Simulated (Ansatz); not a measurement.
# BiTe: the cost of one run

Computed with Ansatz 0.2.0 (DFT PBE, scalar-relativistic, plane waves, PAW, unless a step's input says otherwise).

1 further run of the same task is left out (set aside as unsound or not needed). Runs told in other sessions of the task aren't counted.

### 1 The system as given

It takes space group P-6m2 (No. 187, hexagonal). Conventional cell: a = 4.150 Å, b = 4.150 Å, c = 4.441 Å, α = 90.00°, β = 90.00°, γ = 120.00°. Around Bi (site symmetry -6m2) lie 6 Te at 3.27 Å. Te (site symmetry -6m2) has 6 Bi at 3.27 Å in its first shell of neighbours.

As a file:

```cif
data_structure
_symmetry_space_group_name_H-M 'P-6m2'
_symmetry_Int_Tables_number 187
_cell_length_a 4.1498
_cell_length_b 4.1498
_cell_length_c 4.4405
_cell_angle_alpha 90.000
_cell_angle_beta 90.000
_cell_angle_gamma 120.000
_cell_volume 66.22
loop_
_atom_site_label
_atom_site_type_symbol
_atom_site_symmetry_multiplicity
_atom_site_Wyckoff_symbol
_atom_site_fract_x
_atom_site_fract_y
_atom_site_fract_z
_atom_site_occupancy
Bi1 Bi 1 a 0.00000 0.00000 0.00000 1
Te1 Te 1 f 0.66667 0.33333 0.50000 1
```

An earlier run at PBE left this cell at 33.111 Å³/atom and 0.01 GPa (10×10×8 mesh).

The changes: atom 2 (Te) moved 0.12 Å along z; atom 1 (Bi) moved 0.2 Å along x; strain e1 = -0.02, atoms carried along; strain e1 = +0.02, atoms carried along; all atoms moved at random (σ = 0.06 Å), cell strained at random (1 %); all atoms moved at random (σ = 0.15 Å), cell strained at random (1 %).

### 2 Atom 2 (Te) moved 0.12 Å along z

Input file input.yaml:

```yaml
crystal:
  lattice:
    - [4.1497576262, 0.0, 0.0]
    - [-2.0748788131, 3.5937955239, 0.0]
    - [0.0, 0.0, 4.440507289]
  atoms:
    - { symbol: Bi, position: [0.0, 0.0, 0.0] }
    - { symbol: Te, position: [0.6666666667, 0.3333333333, 0.5270239394] }
basis:
  ecutwfc: 420
  ecutrho_ratio: 4
kpoints:
  mp_grid: { grid: [10, 10, 8] }
hamiltonian:
  xc: pbe
scf:
  occupations: { method: gaussian, width: 0.05 }
output:
  forces: true
  stress: true
  eigenvalues: true
  write_density: true
  write_potential: true
  elf: true
  volumetric_format: npy
```

Command:

```console
$ ansatz run input.yaml --threads 2 --pin off --max-ram 2662MiB --backend cpu --events-out ev --progress --plain --runs-dir out
```

What time and memory should one allow on 2 threads of Arm Neoverse V1, shared host?

About 11 s, with a peak of 0.43 GiB.
